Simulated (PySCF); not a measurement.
**Mn+: dipole response in def2-TZVPPD**

How polarisable is Mn+ at the levels listed below?

The numbers are computed with PySCF 2.14.0 (unrestricted determinants in a Gaussian basis, no spin-orbit coupling in the energies), except any that are marked as measured or tabulated.

## Step 1: The system

```
Element     : manganese (Z = 25)
Basis       : def2-TZVPPD (6s6p4d2f1g, 67 functions)
Hamiltonian : the non-relativistic Hamiltonian (point nucleus)
State 1     : Mn+: [Ar] 3d5 4s1, high-spin 7S determinant
Methods     : UHF, PBE, PBE0, TPSSh
```

Outer shells as boxes (Hund's rule):

Mn+ [Ar] 3d5 4s1
```
[Ar] core
3d [↑ ][↑ ][↑ ][↑ ][↑ ]
4s [↑ ]
```

The runs were made by one driver on top of PySCF. The scripts below sum up each run's settings (the driver also hands on starting orbitals that pick excited configurations, and frozen orbitals as a list rather than a count), and the logs come from the driver's own runs. The driver starts from symmetry-adapted Hartree-Fock orbitals, holds the occupation by maximum overlap and uses a logarithmic radial grid for functionals, so a plain start would take other cycles.

The integrals over 67 functions and the set-up took 0.79 s of CPU time.

## Step 2: Mn+: the ladder of methods

UHF:

input.py

```python
from pyscf import gto, scf, dft, mp, cc
import basis_set_exchange as bse
mol = gto.M(atom="Mn 0 0 0", charge=1, spin=6, symmetry="D2h",
            basis=gto.basis.parse(bse.get_basis("def2-TZVPPD", elements=["Mn"], fmt="nwchem")))
mf = scf.UHF(mol)
mf.irrep_nelec = {'Ag': (6, 3), 'B1g': (1, 0), 'B2g': (1, 0), 'B3g': (1, 0), 'B1u': (2, 2), 'B2u': (2, 2), 'B3u': (2, 2)}
mf.kernel()
```

The log of the run:

```text
damping factor = 0
level_shift factor = 0
DIIS = <class 'pyscf.scf.diis.CDIIS'>
diis_start_cycle = 1
diis_space = 10
diis_damp = 0
SCF conv_tol = 1e-09
SCF conv_tol_grad = None
number electrons alpha = 15  beta = 9
cycle= 1 E= -1149.62714892578  delta_E= -7.38e-10  |g|= 8.04e-06  |ddm|= 0.000146
converged SCF energy = -1149.62714892578  <S^2> = 12.000349  2S+1 = 7.0000996
```

It used 3.6 s of CPU time after the integrals (shared host).

Orbital energies by shell (radii are means over both spins):

```tsv
shell	electrons	mean orbital energy (eV)	spread (eV)	rms radius (bohr)
1s α	1	-6553.4	0	0.0713
1s β	1	-6553.3	0	0.0713
2s α	1	-802.00	0	0.305
2s β	1	-798.21	0	0.305
2p α	3	-685.03	0	0.274
2p β	3	-681.38	0	0.274
3s α	1	-117.50	0	0.924
3s β	1	-106.03	0	0.924
3p α	3	-82.265	0	0.991
3p β	3	-68.598	0	0.991
3d α	5	-25.437	0	1.27
4s α	1	-14.801	0	3.10
```

⟨S²⟩ = 12.000, ⟨L²⟩ = 0.00.

The driver then solved the coupled dipole response at imaginary frequencies: mean α = 40.51 bohr³, C₆ = 218.8 au for a like pair.

PBE:

input.py differs from the last one in:

```diff
@@ -4,3 +4,3 @@
             basis=gto.basis.parse(bse.get_basis("def2-TZVPPD", elements=["Mn"], fmt="nwchem")))
-mf = scf.UHF(mol)
+mf = dft.UKS(mol, xc="PBE")
 mf.irrep_nelec = {'Ag': (6, 3), 'B1g': (1, 0), 'B2g': (1, 0), 'B3g': (1, 0), 'B1u': (2, 2), 'B2u': (2, 2), 'B3u': (2, 2)}
```

The log of the run:

```text
damping factor = 0
level_shift factor = 0
DIIS = <class 'pyscf.scf.diis.CDIIS'>
diis_start_cycle = 1
diis_space = 10
diis_damp = 0
SCF conv_tol = 1e-09
SCF conv_tol_grad = None
number electrons alpha = 15  beta = 9
XC functionals = PBE
    J. P. Perdew, K. Burke, and M. Ernzerhof.,  Phys. Rev. Lett. 77, 3865 (1996)
    J. P. Perdew, K. Burke, and M. Ernzerhof.,  Phys. Rev. Lett. 78, 1396 (1997)
    J. P. Perdew, K. Burke, and M. Ernzerhof.,  Phys. Rev. Lett. 77, 3865 (1996)
    J. P. Perdew, K. Burke, and M. Ernzerhof.,  Phys. Rev. Lett. 78, 1396 (1997)
cycle= 1 E= -1150.45689960198  delta_E= -0.0102  |g|= 0.096  |ddm|= 0.229
cycle= 2 E= -1150.45469852979  delta_E= 0.0022  |g|= 0.142  |ddm|= 0.133
cycle= 3 E= -1150.45904712635  delta_E= -0.00435  |g|= 0.00289  |ddm|= 0.0646
cycle= 4 E= -1150.45904964801  delta_E= -2.52e-06  |g|= 0.000248  |ddm|= 0.00259
cycle= 5 E= -1150.45904966109  delta_E= -1.31e-08  |g|= 7.01e-06  |ddm|= 0.000153
cycle= 6 E= -1150.45904966111  delta_E= -1.55e-11  |g|= 3.1e-07  |ddm|= 7.62e-06
converged SCF energy = -1150.45904966111  <S^2> = 12.000181  2S+1 = 7.0000516
```

CPU time 5.1 s on a shared host, the integrals not counted.

The driver then solved the coupled dipole response at imaginary frequencies: mean α = 28.22 bohr³, C₆ = 137.9 au for a like pair.

PBE0:

input.py differs from the last one in:

```diff
@@ -4,3 +4,3 @@
             basis=gto.basis.parse(bse.get_basis("def2-TZVPPD", elements=["Mn"], fmt="nwchem")))
-mf = dft.UKS(mol, xc="PBE")
+mf = dft.UKS(mol, xc="PBE0")
 mf.irrep_nelec = {'Ag': (6, 3), 'B1g': (1, 0), 'B2g': (1, 0), 'B3g': (1, 0), 'B1u': (2, 2), 'B2u': (2, 2), 'B3u': (2, 2)}
```

The log of the run:

```text
damping factor = 0
level_shift factor = 0
DIIS = <class 'pyscf.scf.diis.CDIIS'>
diis_start_cycle = 1
diis_space = 10
diis_damp = 0
SCF conv_tol = 1e-09
SCF conv_tol_grad = None
number electrons alpha = 15  beta = 9
XC functionals = PBE0
    C. Adamo and V. Barone.,  J. Chem. Phys. 110, 6158 (1999)
    M. Ernzerhof and G. E. Scuseria.,  J. Chem. Phys. 110, 5029 (1999)
cycle= 1 E= -1150.50225203054  delta_E= -0.00591  |g|= 0.0403  |ddm|= 0.159
cycle= 2 E= -1150.50223823882  delta_E= 1.38e-05  |g|= 0.0422  |ddm|= 0.0705
cycle= 3 E= -1150.50260510995  delta_E= -0.000367  |g|= 0.00182  |ddm|= 0.0188
cycle= 4 E= -1150.50260606354  delta_E= -9.54e-07  |g|= 7.22e-05  |ddm|= 0.00522
cycle= 5 E= -1150.50260606472  delta_E= -1.18e-09  |g|= 8.49e-06  |ddm|= 8.56e-05
cycle= 6 E= -1150.50260606473  delta_E= -1.86e-11  |g|= 5.18e-07  |ddm|= 9.9e-06
converged SCF energy = -1150.50260606473  <S^2> = 12.000194  2S+1 = 7.0000554
```

It used 7.7 s of CPU time after the integrals (shared host).

The driver then solved the coupled dipole response at imaginary frequencies: mean α = 30.74 bohr³, C₆ = 153.3 au for a like pair.

TPSSh:

input.py differs from the last one in:

```diff
@@ -4,3 +4,3 @@
             basis=gto.basis.parse(bse.get_basis("def2-TZVPPD", elements=["Mn"], fmt="nwchem")))
-mf = dft.UKS(mol, xc="PBE0")
+mf = dft.UKS(mol, xc="TPSSH")
 mf.irrep_nelec = {'Ag': (6, 3), 'B1g': (1, 0), 'B2g': (1, 0), 'B3g': (1, 0), 'B1u': (2, 2), 'B2u': (2, 2), 'B3u': (2, 2)}
```

The log of the run:

```text
damping factor = 0
level_shift factor = 0
DIIS = <class 'pyscf.scf.diis.CDIIS'>
diis_start_cycle = 1
diis_space = 10
diis_damp = 0
SCF conv_tol = 1e-09
SCF conv_tol_grad = None
number electrons alpha = 15  beta = 9
XC functionals = TPSSH
    V. N. Staroverov, G. E. Scuseria, J. Tao, and J. P. Perdew.,  J. Chem. Phys. 119, 12129 (2003)
cycle= 1 E= -1150.72212972786  delta_E= -0.00798  |g|= 0.0698  |ddm|= 0.198
cycle= 2 E= -1150.72154825589  delta_E= 0.000581  |g|= 0.0882  |ddm|= 0.107
cycle= 3 E= -1150.72318522527  delta_E= -0.00164  |g|= 0.000812  |ddm|= 0.0403
cycle= 4 E= -1150.72318541457  delta_E= -1.89e-07  |g|= 0.000351  |ddm|= 0.00219
cycle= 5 E= -1150.72318544333  delta_E= -2.88e-08  |g|= 7.77e-06  |ddm|= 0.000295
cycle= 6 E= -1150.72318544334  delta_E= -9.55e-12  |g|= 2.8e-07  |ddm|= 1.1e-05
converged SCF energy = -1150.72318544334  <S^2> = 12.000196  2S+1 = 7.0000561
```

It used 22 s of CPU time after the integrals (shared host).

The driver then solved the coupled dipole response at imaginary frequencies: mean α = 31.09 bohr³, C₆ = 156.8 au for a like pair.

Radial density 4πr²ρ of Mn+ at UHF:

```tsv
r (bohr)	density	spin density
0.000860	0.0939	0.000
0.00145	0.259	0.000
0.00243	0.695	0.000
0.00409	1.81	0.001
0.00689	4.46	0.002
0.0116	9.99	0.004
0.0195	19.1	0.007
0.0328	28.2	0.009
0.0551	28.5	0.006
0.0927	23.0	0.015
0.156	30.4	0.143
0.262	27.9	0.735
0.441	11.7	2.627
0.742	15.1	4.382
1.25	7.03	2.850
2.10	1.27	1.043
3.53	0.314	0.314
5.94	0.0145	0.014
9.99	5.83e-05	0.000
```

## Step 3: Polarisabilities and C₆

Mn+, in atomic units:

```tsv
method	mean α	C₆ (like pair)	S(−4)
UHF	40.51	218.8	1564
PBE	28.22	137.9	685.6
PBE0	30.74	153.3	839.3
TPSSh	31.09	156.8	845.9
```

α(iu) at TPSSh:

```tsv
u (hartree)	α(iu) (bohr³)
0	31.09
0.0500	29.13
0.100	24.61
0.200	15.73
0.300	10.39
0.500	5.664
0.750	3.527
1.00	2.590
1.50	1.724
2.00	1.280
3.00	0.7933
5.00	0.3812
```

## Step 4: Results

| quantity | value |
| --- | --- |
| α of Mn+ | 28.22 (PBE) to 40.51 (UHF) bohr³ |

A single London oscillator with the computed α and C₆ of Mn+ at UHF would have ω = 4 C₆ / (3 α²) = 0.178 hartree. The basis is finite, and no extrapolation was made.
